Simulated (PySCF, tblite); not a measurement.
# CH3BF2O− (doublet): geometry, infrared bands and EPR parameters

Aim: predict the infrared bands and EPR parameters of CH3BF2O− (doublet) (`[BH2-]OC(F)F`).

The runs use tblite 0.8.0 and PySCF 2.14.0, with density-fitted response routines of our own; the level of theory stands in each step. All values are computed, except where a source is named. Atoms count from 0, in the outputs and in this text.

**1. Starting geometry**

8 atoms, charge -1, multiplicity 2; geometry from: force field or distance geometry start.

Bonds of the start (Å): B0–O1 1.50, O1–C2 1.41, C2–F3 1.40, C2–F4 1.39, B0–H5 1.20, B0–H6 1.19, C2–H7 1.11.

**2. Optimising the geometry with GFN2-xTB**

The job: settings as JSON, then the geometry in Å.

```
{"job": {"kind": "relax", "xc": "GFN2-xTB", "basis": "xTB"}, "charge": -1, "multiplicity": 2}
B      1.148600    -0.676500    -0.673100
O      0.467300     0.657500    -0.597400
C     -0.636200     0.578800     0.274300
F     -1.367100     1.762300     0.142200
F     -0.238300     0.454800     1.597100
H      0.415600    -1.489900    -1.166800
H      1.543000    -1.025700     0.390000
H     -1.323800    -0.251900     0.009200
```

The run is started by

```sh
$ OMP_NUM_THREADS=1 python probes_run.py task.json out
```

One launch serves the whole session: the jobs run in the order shown.

Log:

```text
step      E/eV     max force
  0    -505.78533    4.025
  1    -506.13883    1.708
  2    -506.16806    2.421
  3    -506.21376    0.408
  4    -506.22389    0.326
  5    -506.23740    0.174
  6    -506.23912    0.138
  7    -506.24267    0.154
  8    -506.24439    0.163
  9    -506.24631    0.151
 10    -506.24794    0.141
 11    -506.25002    0.168
 12    -506.25215    0.155
 13    -506.25455    0.156
 14    -506.25746    0.207
 15    -506.26123    0.215
 16    -506.26588    0.202
 17    -506.27064    0.208
 18    -506.27403    0.181
 19    -506.27690    0.200
 20    -506.28013    0.187
 21    -506.28257    0.133
 22    -506.28402    0.108
 23    -506.28510    0.092
 24    -506.28614    0.143
 25    -506.28718    0.115
 26    -506.28801    0.093
 27    -506.28853    0.065
 28    -506.28878    0.046
 29    -506.28900    0.031
 30    -506.28907    0.028
 31    -506.28912    0.018
 32    -506.28915    0.016
 33    -506.28916    0.009
```

Run time: 0.1 s. Hardware: 1 thread of Arm Neoverse V1, shared host.

Step by step: (not every step is listed)

| step | energy from step 0 (eV) | largest force (eV/Å) |
| --- | --- | --- |
| 0 | 0.0000 | 4.0247 |
| 1 | -0.3535 | 1.7075 |
| 2 | -0.3827 | 2.4205 |
| 3 | -0.4284 | 0.4083 |
| 4 | -0.4386 | 0.3263 |
| 5 | -0.4521 | 0.1743 |
| 6 | -0.4538 | 0.1383 |
| 7 | -0.4573 | 0.1538 |
| 8 | -0.4591 | 0.1631 |
| 10 | -0.4626 | 0.1406 |
| 12 | -0.4668 | 0.1553 |
| 14 | -0.4721 | 0.2073 |
| 16 | -0.4805 | 0.2023 |
| 18 | -0.4887 | 0.1806 |
| 20 | -0.4948 | 0.1872 |
| 22 | -0.4987 | 0.1082 |
| 24 | -0.5008 | 0.1428 |
| 26 | -0.5027 | 0.0928 |
| 28 | -0.5034 | 0.0462 |
| 29 | -0.5037 | 0.0307 |
| 30 | -0.5037 | 0.0276 |
| 31 | -0.5038 | 0.0185 |
| 32 | -0.5038 | 0.0156 |
| 33 | -0.5038 | 0.0095 |

Distances of close pairs at the start and the end, largest changes first:

| bond | before (Å) | after (Å) | change (Å) |
| --- | --- | --- | --- |
| O1–C2 | 1.408 | 1.257 | -0.152 |
| B0–O1 | 1.500 | 1.596 | +0.096 |
| C2–F4 | 1.387 | 1.439 | +0.052 |
| B0–H6 | 1.186 | 1.209 | +0.023 |
| C2–F3 | 1.397 | 1.417 | +0.020 |
| B0–H5 | 1.201 | 1.217 | +0.016 |
| C2–H7 | 1.110 | 1.110 | +0.000 |

The end geometry stands in the next job.

**3. Vibrational analysis with GFN2-xTB**

The job: settings as JSON, then the geometry in Å.

```
{"job": {"kind": "ir", "xc": "GFN2-xTB", "basis": "xTB"}, "charge": -1, "multiplicity": 2}
B      1.164883    -0.721096    -0.774075
O      0.573742     0.642213    -0.192893
C     -0.577723     0.592515     0.308558
F     -1.419382     1.650598    -0.115346
F     -0.620661     0.827938     1.727583
H      0.256565    -1.386875    -1.235909
H      1.820874    -1.270822     0.080268
H     -1.189240    -0.325059     0.177248
```

Log:

```text
mode    cm-1     km/mol
  1      40.5      0.98
  2      58.0     14.10
  3     291.0      6.51
  4     407.5     15.34
  5     425.9     22.97
  6     502.2     43.03
  7     659.8    204.84
  8     714.5    110.12
  9     846.9    203.98
 10     868.3    316.63
 11     888.1    101.34
 12    1132.9    216.80
 13    1241.7     39.05
 14    1320.0     22.27
 15    1377.7    542.55
 16    2141.0    617.80
 17    2239.7    274.96
 18    2763.8    183.48
```

Wall time 0.11 s (1 thread of Arm Neoverse V1, shared host).

Which atoms move in the most intense modes:

| cm⁻¹ | km/mol | atoms |
| --- | --- | --- |
| 660 | 204.8 | C2 48 %, O1 20 %, B0 12 %, F4 12 % |
| 847 | 204.0 | H6 41 %, H5 27 %, B0 20 % |
| 868 | 316.6 | C2 58 %, F3 10 % |
| 1133 | 216.8 | H5 51 %, H6 41 % |
| 1378 | 542.5 | C2 56 %, O1 41 % |
| 2141 | 617.8 | H5 75 %, H6 15 %, B0 10 % |
| 2240 | 275.0 | H6 78 %, H5 18 % |
| 2764 | 183.5 | H7 94 % |

**4. g tensor and hyperfine couplings: B3LYP/pcH-1**

Settings changed since step 3:

```diff
@@ -1,2 +1,2 @@
-{"job": {"kind": "ir", "xc": "GFN2-xTB", "basis": "xTB"}, "charge": -1, "multiplicity": 2}
+{"job": {"kind": "epr", "basis": "pcH-1"}, "charge": -1, "multiplicity": 2}
 B      1.164883    -0.721096    -0.774075
```

With the program's defaults for keys left out, this is: UKS B3LYP, pcH-1 on B C F H O, non-relativistic, mean-field spin-orbit, GIAO.

Log:

```text
UKS, coarse grid
  cycle   1  E = -339.53259612  |g| = 7.08e-01
  cycle   2  E = -339.28796174  |g| = 1.14e+00
  cycle   3  E = -339.69797925  |g| = 8.84e-02
  cycle   4  E = -339.69981639  |g| = 5.67e-02
  cycle   5  E = -339.70072390  |g| = 1.09e-02
  cycle   6  E = -339.70077887  |g| = 2.14e-03
  cycle   7  E = -339.70078087  |g| = 6.39e-04
UKS, final grid
  cycle   1  E = -339.70080875  |g| = 8.78e-04
  cycle   2  E = -339.70080843  |g| = 1.42e-03
  cycle   3  E = -339.70080899  |g| = 6.21e-05
  cycle   4  E = -339.70080899  |g| = 4.48e-05
  cycle   5  E = -339.70080899  |g| = 2.08e-05
E = -339.70080899 Eh   <S^2> = 0.7517 (exact 0.7500)
g shifts (ppm)      1          2          3
  rmc           -92        -92        -92
  gc              8         17          2
  oz_so        -133        278        618
  total        -216        202        528
hyperfine (MHz)  atom isotope    a_iso     a_fc   dipolar eigenvalues
    0   11B     281.69     281.69    -39.89    -37.95     77.84
    1   17O     -47.17     -47.17     -9.54      4.19      5.35
    2   13C      61.98      61.98     -1.60     -1.18      2.78
    3   19F      -7.42      -7.42     -1.84      0.12      1.72
    4   19F      24.13      24.13    -11.11    -10.43     21.54
    5    1H      -7.02      -7.02    -18.49     -0.31     18.80
    6    1H       7.10       7.10    -18.57      0.44     18.14
    7    1H      -0.64      -0.64     -3.77     -1.42      5.19
```

Wall time 16 s (1 thread of Arm Neoverse V1, shared host); peak memory 0.62 GiB.

Principal g values 2.00210, 2.00252, 2.00285; g(iso) = 2.00249, against 2.00232 for a free electron.

Mean a(iso) over the nuclei that a row names, and the largest dipolar term of the row (other rows stand at the frozen geometry):

| nuclei | isotope | a(iso) (MHz) | a(iso) (G, at g = 2.0023) | largest dipolar term (MHz) |
| --- | --- | --- | --- | --- |
| B0 | 11B | 281.7 | 100.5 | 77.8 |
| C2 | 13C | 62.0 | 22.1 | 2.8 |
| O1 | 17O | -47.2 | -16.8 | -9.5 |
| F3, F4 | 19F | 8.4 | 3.0 | 21.5 |
| H7 | 1H | -0.6 | -0.2 | 5.2 |
| H5, H6 | 1H | 0.0 | 0.0 | 18.8 |

Mulliken spin populations:

| atom | value (e) |
| --- | --- |
| B0 | 1.08 |
| O1 | 0.00 |
| C2 | 0.00 |
| F3 | 0.00 |
| F4 | 0.00 |
| H5 | -0.04 |
| H6 | -0.04 |
| H7 | 0.00 |

In first order the couplings over 0.8 MHz of 11B, 19F give 12 distinct lines over 307.5 G, if the averaged nuclei exchange fast; the same motion can average rows kept apart here too.

Orbitals, density, ELF and potential are computed afterwards from the orbital file.

ELF in a plane through or near 3 of the atoms.

Ten even steps from ' ' (0.00) to '@' (0.94):
```
                                                        
                                                        
                                                        
              ....                                      
          ::==**++::              ..::::                
        ..++##%%##==      ..      ::----::              
      ..::##@@@@@@**..  --++--..  ::====--..            
      ..--##@@@@@@##----##%%##==........                
      ::--##%%@@@@**--++%%%%%%##==....                  
    ..--==##%%%%--::..%%@@==++%%**------====--..        
    ::==++##%%##::==  **%%%%%%%%++++##%%@@%%**::        
    ..--++##%%%%%%**++::--====--::**##==++%%##::        
    ..--++**##%%@@%%##::..........++%%%%%%%%**..        
      ..--++++**%%%%##::          ==##%%%%**--          
        ..::--==++**++..          ::====--::..          
          ....::------..            ......              
                  ..                                    
                                                        
                                                        
                                                        
```
The map spans 9.2 Å across and 7.5 Å up, centred on the molecule. Atoms in the plane (x, y in Å): B0 (-1.5, -0.1), O1 (0.0, 0.3), F3 (2.0, -0.7).

log10 of the density (e/Å³) in the same plane.

Ten even steps from ' ' (-4.0) to '@' (1.6):
```
                                                        
                                                        
          ............                                  
      ....::::::::::::..........::::::::::..            
    ....::------------::----------======--::..          
    ..::::--==========----==========++====--::          
  ..::::--==++++++++++==++++++++++++++++====--..        
  ..::----++++******++****##******++++++++==--..        
  ..::--==++++**********##%%####****++++++====::..      
....::--==++++**##########%%%%####********++++--::      
....::--==++++**##%%##**##############%%%%##**==--..    
  ..::----==++********************##%%@@%%##**==--::    
  ..::----==++++******++++++++++++**%%%%%%##**==--..    
  ..::::--====++++++++============++**##****++--::..    
    ..::::----==========----::----==++++++====::..      
    ....::::--------------::::::::----====--::..        
        ..::::::::::::::::............::....            
          ................                              
                ......                                  
                                                        
```
The map spans 9.2 Å across and 7.5 Å up, centred on the molecule. Atoms in the plane (x, y in Å): B0 (-1.5, -0.1), O1 (0.0, 0.3), F3 (2.0, -0.7).

On the surface of density 0.002 e/bohr³ the electrostatic potential runs, from the 1st to the 99th percentile, from -5.68 V near O1 to -3.19 V near H7.

The spin density lies nearest to B0 70 %; H5, H6 about 11 % each.

**5. Summary of results**

| quantity | value |
| --- | --- |
| strongest single infrared mode (GFN2-xTB) | 2141 cm⁻¹, 618 km/mol |
| zero-point energy (GFN2-xTB) | 25.6 kcal/mol |
| g(iso) (B3LYP) | 2.00249 |
| ⟨S²⟩ | 0.752 (exact 0.75) |
| largest a(iso) (averaged by class) | 11B on B0, 281.7 MHz |

What this shows: The optimisation took 33 steps and gained 0.504 eV; among the close pairs (by a distance rule), O1–C2 changed most, from 1.408 to 1.257 Å. All 18 modes are real, so the xTB geometry is a minimum. The strongest single mode, at 2141 cm⁻¹, moves mainly H5. Unscaled tight-binding wavenumbers are off by several per cent, some by more. Its intensities can rank the bands wrongly. Most of the unpaired spin sits on B0 (1.08 e). The isotropic g lies 0.2 ppt above the free-electron value. The records flag this anion as possibly unbound in the gas phase, so the basis may hold the extra electron. The conformer search found further structures of the same energy, which may be mirror or relabelled copies of this one.
